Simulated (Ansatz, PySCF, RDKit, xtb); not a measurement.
# Isomers of C4H6BClO2, a sample narrowed down, part 1 of 2

Which of a sample of isomers of C4H6BClO2 is the most stable in the gas at 298.15 K, and what are its properties? The sample is small against all isomers, and the most stable one of this formula need not be in it.

Plan: many cheap relaxations first (GFN2-xTB), then density-functional screening, relaxation at PBE-D3(BJ)/def2-SVP, vibrations (at GFN2-xTB) and a final energy. The numbers are computed, not measured.

## 1. Drawing up candidates

Isomers were taken from a list of plausible structures; this is a sample, not all of them. That gives 4 candidates.

```csv
label,SMILES,spin
c123,ClC[B@@H-]1OC=CC=[O+]1,singlet
c257,C[B@-]1(Cl)OC=CC=[O+]1,singlet
c759,C=C(C=O)B(Cl)OC,singlet
c760,ClCC1=COBOC1,singlet
```

Candidates are built by distance geometry, with a force field where one applies, in up to four conformers (letters a to d).

## 2. Cheap relaxation of all starts

All 5 starts are relaxed the same way. One of them, c123a (taken from a list of plausible isomers, embedded by distance geometry and UFF), in full:

File start.xyz:

```xyz
14
c123a
C      0.702868    -3.030094    -0.724096
C      1.585340     0.644459    -0.748514
C      0.722911     1.108545     0.086204
C     -0.344682     0.241527     0.577853
B      0.301875    -1.494327    -1.026359
Cl     1.690764    -3.078954     0.790229
O      1.488187    -0.663858    -1.288538
O     -0.478643    -0.914924     0.145698
H      1.262831    -3.437050    -1.546626
H     -0.223036    -3.621439    -0.502588
H     -0.398898    -1.480077    -1.972098
H      2.444910     1.278707    -1.121736
H      0.816109     2.096104     0.480018
H     -1.000539     0.592654     1.424212
```

Started as:

```sh
$ xtb start.xyz --gfn 2 --opt
```

Output, shortened:

```text
* xtb version 6.7.1
[...]
          :  # basis functions                  44          :
[...]
          :  # electrons                        44          :
[...]
          :  Hamiltonian                  GFN2-xTB          :
[...]
          :  net charge                          0          :
          :  unpaired electrons                  0          :
[...]
   *** convergence criteria satisfied after 16 iterations ***
[...]
   *** GEOMETRY OPTIMIZATION CONVERGED AFTER 18 ITERATIONS ***
[...]
   *** convergence criteria satisfied after 3 iterations ***
[...]
         ::                     SUMMARY                     ::
         :::::::::::::::::::::::::::::::::::::::::::::::::::::
         :: total energy             -25.563074386620 Eh    ::
         :: gradient norm              0.000454999670 Eh/a0 ::
         :: HOMO-LUMO gap              1.731381426243 eV    ::
         ::.................................................::
         :: SCC energy               -25.792154935635 Eh    ::
         :: -> isotropic ES            0.060041164783 Eh    ::
         :: -> anisotropic ES          0.002923087247 Eh    ::
         :: -> anisotropic XC          0.004683275648 Eh    ::
         :: -> dispersion             -0.011370890011 Eh    ::
         :: repulsion energy           0.229080549015 Eh    ::
         :: add. restraining           0.000000000000 Eh    ::
         :: total charge              -0.000000000000 e     ::
         :::::::::::::::::::::::::::::::::::::::::::::::::::::
[...]
        22        2.0000           -0.3782946             -10.2939 (HOMO)
        23                         -0.3146675              -8.5625 (LUMO)
[...]
     #   Z          covCN         q      C6AA      α(0)
     1   6          3.625    -0.055    22.024     6.762
     2   6          2.801     0.185    24.046     8.033
     3   6          2.890    -0.113    30.853     9.107
     4   6          2.801     0.184    24.049     8.034
     5   5          3.397     0.333    16.435     6.757
     6  17          0.897    -0.256   107.257    15.844
     7   8          1.622    -0.241    18.024     5.730
     8   8          1.622    -0.242    18.040     5.733
     9   1          0.925     0.049     2.327     2.386
    10   1          0.925     0.049     2.327     2.385
    11   1          0.934    -0.091     5.241     3.579
    12   1          0.924     0.066     2.125     2.280
    13   1          0.926     0.063     2.159     2.298
    14   1          0.924     0.066     2.126     2.280
[...]
molecular dipole:
                 x           y           z       tot (Debye)
 q only:       -0.275       1.211      -0.116
   full:       -0.144       1.347       0.099       3.453
molecular quadrupole (traceless):
[...]
          | TOTAL ENERGY              -25.563074386620 Eh   |
          | GRADIENT NORM               0.000454999670 Eh/α |
          | HOMO-LUMO GAP               1.731381426243 eV   |
           -------------------------------------------------
[...]
```

Run time: 0.11 s. Hardware: 4 threads of Arm Neoverse V2, shared host.

## 3. What the search left

5 of the 5 relaxations converged. 5 distinct structures remain:

```csv
label,start,SMILES after,spin,energy (kcal/mol)
c760a,drawn,ClCC1=COBOC1,singlet,0.0
c257a,drawn,C[B@-]1(Cl)OC=CC=[O+]1,singlet,13.0
c123a,drawn,ClC[B@@H-]1OC=CC=[O+]1,singlet,32.2
c759a,drawn,C=C(C=O)B(Cl)OC,singlet,38.7
c759b,drawn,C=C(C=O)B(Cl)OC,singlet,39.3
```

## 4. Second filter: single points

A choice of the minima (the low ones first, few conformers of a pattern, up to a cap) and the lowest that fell apart get a single point at r2SCAN-D4/def2-SVP on the tight-binding geometry, and one at HF/STO-3G for comparison. The lowest singlets are also tried as triplets at the same geometry (label ending in t). The first, c760a:

File input.yaml:

```yaml
crystal:
  periodic: [false, false, false]
  atoms:
    - {symbol: C, position_ang: [1.299411, -1.921228, -1.794759]}
    - {symbol: C, position_ang: [0.631625, -1.139057, -0.723404]}
    - {symbol: C, position_ang: [-0.489282, -1.538966, -0.127220]}
    - {symbol: C, position_ang: [1.310338, 0.133592, -0.274970]}
    - {symbol: B, position_ang: [-0.534713, 0.336645, 1.264136]}
    - {symbol: Cl, position_ang: [2.766239, -2.738489, -1.137522]}
    - {symbol: O, position_ang: [-1.108204, -0.843655, 0.859342]}
    - {symbol: O, position_ang: [0.594960, 0.820041, 0.738627]}
    - {symbol: H, position_ang: [1.654797, -1.283314, -2.603237]}
    - {symbol: H, position_ang: [0.655610, -2.708662, -2.181616]}
    - {symbol: H, position_ang: [-1.011263, -2.448278, -0.395939]}
    - {symbol: H, position_ang: [-1.070485, 0.945689, 2.101178]}
    - {symbol: H, position_ang: [2.313121, -0.093691, 0.116136]}
    - {symbol: H, position_ang: [1.427042, 0.822716, -1.125224]}
basis:
  gaussian:
    orbitals: def2-SVP
scf:
  lower_state_search: off
hamiltonian:
  xc: r2scan
  dispersion: d4
```

Started as:

```sh
$ ansatz run input.yaml --threads 4 --pin off --max-ram 7830MiB --events-out events.jsonl --progress --plain --runs-dir runs
```

Output, shortened:

```text
Warning: RAYON_NUM_THREADS=4 ignored (pool sized by the plan → 4); use --threads N
Functional definition: r2SCAN
  name "r2SCAN"
[...]
1615 factors; their error is unknown
[...]
mean field -21524.05927354 eV, -790.9945887713 hartree, gradient 2.5e-6 eV, S^2 0.000000; 0 other end points of the search recorded, 0 dependent functions left out
reference -21524.05928397 eV, -790.9945891546 hartree; 34, 34 occupied and 112, 112 virtual orbitals, 1615 factors
Total energy: -21524.15805301 eV, -790.9982188498 hartree
Checks for a lower state left out: stability, starts, cluster_reference, orbital_swaps, neighbouring_geometries, increment
```

Wall time 2 s (4 threads of Arm Neoverse V2, shared host); peak memory 0.2 GiB.

Relative energies in kcal/mol, each column from its lowest structure that stays in one piece:

```csv
label,SMILES,spin,GFN2-xTB,HF/STO-3G,r2SCAN-D4/def2-SVP
c257a,C[B@-]1(Cl)OC=CC=[O+]1,singlet,13.0,0.0,0.0
c760a,ClCC1=COBOC1,singlet,0.0,2.9,23.9
c759a,C=C(C=O)B(Cl)OC,singlet,38.7,37.3,27.7
c123a,ClC[B@@H-]1OC=CC=[O+]1,singlet,32.2,36.3,38.9
c257at,C[B@-]1(Cl)OC=CC=[O+]1,triplet,–,–,64.8
c759at,C=C(C=O)B(Cl)OC,triplet,–,–,88.9
c760at,ClCC1=COBOC1,triplet,–,–,109.1
```

## 5. Relaxing the best candidates

3 candidates are relaxed at PBE-D3(BJ)/def2-SVP (chosen among the lowest in one piece). The first, c257a:

File input.yaml:

```yaml
crystal:
  periodic: [false, false, false]
  atoms:
    - symbol: C
      position_ang: [-1.122699, -1.793862, -0.158664]
    - symbol: C
      position_ang: [-0.342777, 1.302939, -2.036429]
    - symbol: C
      position_ang: [1.042166, 1.369306, -1.961867]
    - symbol: C
      position_ang: [1.670389, 0.422259, -1.164901]
    - symbol: B
      position_ang: [-0.445183, -0.342749, -0.253190]
    - symbol: Cl
      position_ang: [-0.644583, 0.705636, 1.267740]
    - symbol: O
      position_ang: [-1.056286, 0.493761, -1.371193]
    - symbol: O
      position_ang: [1.059744, -0.433608, -0.455945]
    - symbol: H
      position_ang: [-0.691921, -2.377231, 0.649846]
    - symbol: H
      position_ang: [-2.190815, -1.718673, 0.022406]
    - symbol: H
      position_ang: [-0.982599, -2.353468, -1.080658]
    - symbol: H
      position_ang: [-0.889168, 1.944917, -2.726779]
    - symbol: H
      position_ang: [1.603167, 2.073906, -2.545687]
    - symbol: H
      position_ang: [2.757630, 0.349218, -1.145020]
basis:
  gaussian: {orbitals: def2-SVP}
hamiltonian: {xc: pbe, dispersion: d3bj}
scf: {lower_state_search: off}
relax: {f_tol: 0.006}
```

Started as:

```sh
$ ansatz run input.yaml --threads 4 --pin off --max-ram 7830MiB --events-out events.jsonl --progress --plain --runs-dir runs
```

Output, shortened:

```text
Warning: RAYON_NUM_THREADS=4 ignored (pool sized by the plan → 4); use --threads N
[...]
Functional definition: PBE
  name "PBE"
[...]
1615 factors; their error is unknown
[...]
mean field -21514.82160750 eV, -790.6551108057 hartree, gradient 3.8e-6 eV, S^2 0.000000; 0 other end points of the search recorded, 0 dependent functions left out
[...]
reference -21514.82164458 eV, -790.6551121685 hartree; 34, 34 occupied and 112, 112 virtual orbitals, 1615 factors
relax step   1: F+E_penalty+E_count = -21515.19767932 eV  Δ(F+E_penalty+E_count) = +0.000e0 eV  max|allowed force component| = 9.869e-1 eV/Å  Δτ_max = 0.0000 Å  (22 SCF iters, accepted)
[...]
relax step   3: F+E_penalty+E_count = -21515.29943800 eV  Δ(F+E_penalty+E_count) = -7.953e-3 eV  max|allowed force component| = 1.596e-1 eV/Å  Δτ_max = 0.0318 Å  (21 SCF iters, accepted)
[...]
Atom 5 at    -0.646486     0.710737     1.282118 Å, force     0.000156     0.001563     0.001196 eV/Å
Atom 6 at    -1.059327     0.460532    -1.395961 Å, force    -0.000321    -0.000400     0.001069 eV/Å
Atom 7 at     1.057300    -0.467175    -0.482770 Å, force    -0.001696    -0.000562     0.000769 eV/Å
Atom 8 at    -0.692154    -2.375808     0.685259 Å, force    -0.000002     0.000202     0.000075 eV/Å
Atom 9 at    -2.215188    -1.708346     0.028778 Å, force     0.000099     0.000183     0.000053 eV/Å
Atom 10 at    -0.973244    -2.365629    -1.086545 Å, force    -0.000156    -0.000467     0.000041 eV/Å
Atom 11 at    -0.909271     1.942883    -2.764578 Å, force     0.000560     0.000434     0.000255 eV/Å
Atom 12 at     1.617327     2.133617    -2.519537 Å, force     0.000065     0.000897     0.000818 eV/Å
Atom 13 at     2.789248     0.321899    -1.168883 Å, force    -0.000327     0.000271    -0.000396 eV/Å
Dipole moment:     0.491252     0.320422    -0.813130 e Å
Checks for a lower state left out: stability, starts, cluster_reference, orbital_swaps, neighbouring_geometries, increment
```

Run time: 14 s. Hardware: 4 threads of Arm Neoverse V2, shared host; peak memory 0.2 GiB.

Energy change by step (eV): 0.0000, -0.0938, -0.1018, -0.1051, -0.1056, -0.1058, -0.1059, -0.1060, -0.1059, -0.1060.

After the run. Bond lengths: C2–C3 1.400 Å, C3–C4 1.400 Å, C1–B5 1.585 Å, B5–Cl6 1.856 Å, C2–O7 1.286 Å, B5–O7 1.543 Å, C4–O8 1.286 Å, B5–O8 1.543 Å, C1–H9 1.108 Å, C1–H10 1.108 Å, C1–H11 1.111 Å, C2–H12 1.108 Å, C3–H13 1.096 Å, C4–H14 1.108 Å. Some angles: C2–C3–C4 116.8°, C3–C2–O7 123.6°, C3–C4–O8 123.6°, C1–B5–Cl6 115.9°, C1–B5–O7 110.6°, C1–B5–O8 110.6°, Cl6–B5–O7 106.0°, Cl6–B5–O8 106.0°, O7–B5–O8 107.3°, C2–O7–B5 121.1°.

## 6. After refinement

```csv
label,spin,r2SCAN-D4/def2-SVP (kcal/mol),"PBE-D3(BJ)/def2-SVP, relaxed (kcal/mol)",time
c257a,singlet,0.0,0.0,14 s
c760a,singlet,23.9,23.0,15 s
c759a,singlet,27.7,26.8,32 s
```

c257a: Bond lengths: C2–C3 1.400 Å, C3–C4 1.400 Å, C1–B5 1.585 Å, B5–Cl6 1.856 Å, C2–O7 1.286 Å, B5–O7 1.543 Å, C4–O8 1.286 Å, B5–O8 1.543 Å, C1–H9 1.108 Å, C1–H10 1.108 Å, C1–H11 1.111 Å, C2–H12 1.108 Å, C3–H13 1.096 Å, C4–H14 1.108 Å. Some angles: C2–C3–C4 116.8°, C3–C2–O7 123.6°, C3–C4–O8 123.6°, C1–B5–Cl6 115.9°, C1–B5–O7 110.6°, C1–B5–O8 110.6°, Cl6–B5–O7 106.0°, Cl6–B5–O8 106.0°, O7–B5–O8 107.3°, C2–O7–B5 121.1°.

c760a: Bond lengths: C1–C2 1.486 Å, C2–C3 1.351 Å, C2–C4 1.508 Å, C1–Cl6 1.833 Å, C3–O7 1.367 Å, B5–O7 1.391 Å, C4–O8 1.431 Å, B5–O8 1.356 Å, C1–H9 1.109 Å, C1–H10 1.106 Å, C3–H11 1.102 Å, B5–H12 1.210 Å, C4–H13 1.114 Å, C4–H14 1.115 Å. Some angles: C1–C2–C3 121.4°, C1–C2–C4 118.5°, C3–C2–C4 120.1°, C2–C1–Cl6 111.8°, C2–C3–O7 123.7°, C2–C4–O8 113.3°, C3–O7–B5 117.8°, O7–B5–O8 122.4°, C4–O8–B5 122.6°, C2–C1–H9 112.1°.

c759a: Bond lengths: C1–C2 1.358 Å, C2–C3 1.504 Å, C2–B5 1.567 Å, B5–Cl6 1.794 Å, C3–O7 1.220 Å, C4–O8 1.420 Å, B5–O8 1.351 Å, C1–H9 1.104 Å, C1–H10 1.101 Å, C3–H11 1.127 Å, C4–H12 1.109 Å, C4–H13 1.109 Å, C4–H14 1.109 Å. Some angles: C1–C2–C3 117.2°, C1–C2–B5 120.5°, C3–C2–B5 122.3°, C2–C3–O7 124.2°, C2–B5–Cl6 120.2°, C2–B5–O8 119.0°, Cl6–B5–O8 120.8°, C4–O8–B5 127.1°, C2–C1–H9 119.5°, C2–C1–H10 121.5°.

## 7. Harmonic analysis of the finalists

The lowest few in one piece go on as finalists. In this search the thermal terms come from GFN2-xTB at its own nearest minimum. The first, c257a:

File start.xyz:

```xyz
14
c257a
C     -1.124250    -1.788778    -0.149700
C     -0.347036     1.308111    -2.051176
C      1.045186     1.404417    -1.934222
C      1.685223     0.417306    -1.174429
B     -0.460261    -0.351416    -0.228694
Cl    -0.646486     0.710737     1.282118
O     -1.059327     0.460532    -1.395961
O      1.057300    -0.467175    -0.482770
H     -0.692154    -2.375808     0.685259
H     -2.215188    -1.708346     0.028778
H     -0.973244    -2.365629    -1.086545
H     -0.909271     1.942883    -2.764578
H      1.617327     2.133617    -2.519537
H      2.789248     0.321899    -1.168883
```

Started as:

```sh
$ xtb start.xyz --gfn 2 --ohess tight
```

Output, shortened:

```text
* xtb version 6.7.1
[...]
          :  # basis functions                  44          :
[...]
          :  # electrons                        44          :
[...]
          :  Hamiltonian                  GFN2-xTB          :
[...]
          :  net charge                          0          :
          :  unpaired electrons                  0          :
[...]
   *** convergence criteria satisfied after 15 iterations ***
[...]
   *** GEOMETRY OPTIMIZATION CONVERGED AFTER 8 ITERATIONS ***
[...]
   *** convergence criteria satisfied after 3 iterations ***
[...]
         ::                     SUMMARY                     ::
         :::::::::::::::::::::::::::::::::::::::::::::::::::::
         :: total energy             -25.593653398228 Eh    ::
         :: gradient norm              0.000285496552 Eh/a0 ::
         :: HOMO-LUMO gap              1.625278715045 eV    ::
         ::.................................................::
         :: SCC energy               -25.830778144744 Eh    ::
         :: -> isotropic ES            0.074423753524 Eh    ::
         :: -> anisotropic ES          0.000697500954 Eh    ::
         :: -> anisotropic XC          0.004143432603 Eh    ::
         :: -> dispersion             -0.010637348063 Eh    ::
         :: repulsion energy           0.237124746516 Eh    ::
         :: add. restraining           0.000000000000 Eh    ::
         :: total charge              -0.000000000000 e     ::
         :::::::::::::::::::::::::::::::::::::::::::::::::::::
[...]
        22        2.0000           -0.3890985             -10.5879 (HOMO)
        23                         -0.3293706              -8.9626 (LUMO)
[...]
molecular dipole:
                 x           y           z       tot (Debye)
 q only:        0.885       0.194      -1.854
   full:        1.022       0.274      -2.089       5.952
molecular quadrupole (traceless):
[...]
          | TOTAL ENERGY              -25.593653398392 Eh   |
          | TOTAL ENTHALPY            -25.486478694736 Eh   |
          | TOTAL FREE ENERGY         -25.529182132525 Eh   |
          | GRADIENT NORM               0.000284301834 Eh/α |
[...]
```

Run time: 0.17 s. Hardware: 4 threads of Arm Neoverse V2, shared host.

## 8. Zero-point energy and free-energy terms

As xtb prints them, at 298.15 K, with its own treatment of low modes:

```csv
label,SMILES,spin,lowest mode (cm⁻¹),zero-point (kcal/mol),G − E (kcal/mol)
c257a,C[B@-]1(Cl)OC=CC=[O+]1,singlet,73,61.3,40.5
c760a,ClCC1=COBOC1,singlet,57,62.1,41.3
c759a,C=C(C=O)B(Cl)OC,singlet,17,60.3,37.7
```

## 9. The final energy

Single points at CCSD(T)/def2-SVP + MP2/def2-TZVPP - MP2/def2-SVP on the refined geometries decide the order.

c257a, CCSD(T)/def2-SVP:

File input.yaml:

```yaml
crystal:
  periodic: [false, false, false]
  atoms:
    - {symbol: C, position_ang: [-1.124250, -1.788778, -0.149700]}
    - {symbol: C, position_ang: [-0.347036, 1.308111, -2.051176]}
    - {symbol: C, position_ang: [1.045186, 1.404417, -1.934222]}
    - {symbol: C, position_ang: [1.685223, 0.417306, -1.174429]}
    - {symbol: B, position_ang: [-0.460261, -0.351416, -0.228694]}
    - {symbol: Cl, position_ang: [-0.646486, 0.710737, 1.282118]}
    - {symbol: O, position_ang: [-1.059327, 0.460532, -1.395961]}
    - {symbol: O, position_ang: [1.057300, -0.467175, -0.482770]}
    - {symbol: H, position_ang: [-0.692154, -2.375808, 0.685259]}
    - {symbol: H, position_ang: [-2.215188, -1.708346, 0.028778]}
    - {symbol: H, position_ang: [-0.973244, -2.365629, -1.086545]}
    - {symbol: H, position_ang: [-0.909271, 1.942883, -2.764578]}
    - {symbol: H, position_ang: [1.617327, 2.133617, -2.519537]}
    - {symbol: H, position_ang: [2.789248, 0.321899, -1.168883]}
basis:
  gaussian:
    orbitals: def2-SVP
correlation:
  method: ccsd_t
  frozen_orbitals: {O: 1, H: 0, C: 1, Cl: 5, B: 1}
```

Started as:

```sh
$ ansatz run input.yaml --threads 4 --pin off --max-ram 7830MiB --events-out events.jsonl --progress --plain --runs-dir runs
```

Output, shortened:

```text
Warning: RAYON_NUM_THREADS=4 ignored (pool sized by the plan → 4); use --threads N
Functional definition: HF
  name "HF"
[...]
1457 factors; integrals over basis functions are off by at most 1.3e-3 eV
[...]
mean field -21458.20925008 eV, -788.5746450439 hartree, gradient 1.3e-6 eV, S^2 0.000000; 0 other end points of the search recorded, 0 dependent functions left out
12 core orbitals not correlated: weight in the atoms' cores, before any rotation towards them, 1.000 or more for the frozen orbitals, at most 0.000 for the correlated occupied ones
reference -21458.20925008 eV, -788.5746450439 hartree; 22, 22 occupied and 112, 112 virtual orbitals, 1457 factors
second order -30.23305882 eV of doubles, -0.00000000 eV of singles
cycle   1  -30.66946871 eV  change   -4.4e-1 eV  update   1.5e-1
[...]
cycle  11  -31.73212649 eV  change    5.4e-5 eV  update   3.4e-5
perturbative correction -1.11682546 eV, -0.0410425785 hartree
Total energy: -21491.05820203 eV, -789.7818217623 hartree
```

It took 36 s on 4 threads of Arm Neoverse V2, shared host; peak memory 1.3 GiB.

## 10. c257a at MP2/def2-TZVPP

input.yaml, as its differences from that of step 9:

```diff
@@ -1 +1,4 @@
+basis:
+  gaussian:
+    orbitals: def2-TZVPP
 crystal:
@@ -17,7 +20,4 @@
     - {symbol: H, position_ang: [2.789248, 0.321899, -1.168883]}
-basis:
-  gaussian:
-    orbitals: def2-SVP
 correlation:
-  method: ccsd_t
+  method: mp2
   frozen_orbitals: {O: 1, H: 0, C: 1, Cl: 5, B: 1}
```

Started as:

```sh
$ ansatz run input.yaml --threads 4 --pin off --max-ram 7830MiB --events-out events.jsonl --progress --plain --runs-dir runs
```

Output:

```text
Warning: RAYON_NUM_THREADS=4 ignored (pool sized by the plan → 4); use --threads N
[... 2 set-up lines as earlier in the session ...]
  exchange = exact_x
  correlation = 0
2094 factors; integrals over basis functions are off by at most 1.2e-3 eV
mean field evaluation 1: about -21466.9812 eV, gradient 4.7e1 eV
mean field evaluation 2: about -21467.3887 eV, gradient 4.7e1 eV
mean field evaluation 4: about -21472.5723 eV, gradient 6.7e0 eV
mean field evaluation 8: about -21472.6939 eV, gradient 4.3e-1 eV
mean field -21472.69487037 eV, -789.1069817708 hartree, gradient 2.1e-6 eV, S^2 0.000000; 0 other end points of the search recorded, 0 dependent functions left out
12 core orbitals not correlated: weight in the atoms' cores, before any rotation towards them, 1.000 or more for the frozen orbitals, at most 0.000 for the correlated occupied ones
reference -21472.69487037 eV, -789.1069817708 hartree; 22, 22 occupied and 309, 309 virtual orbitals, 2094 factors
second order -38.07666009 eV of doubles, -0.00000000 eV of singles
Total energy: -21510.77153046 eV, -790.5062732198 hartree
```

Run time: 9.3 s. Hardware: 4 threads of Arm Neoverse V2, shared host; peak memory 1.3 GiB.

(Continued in part 2 of 2.)
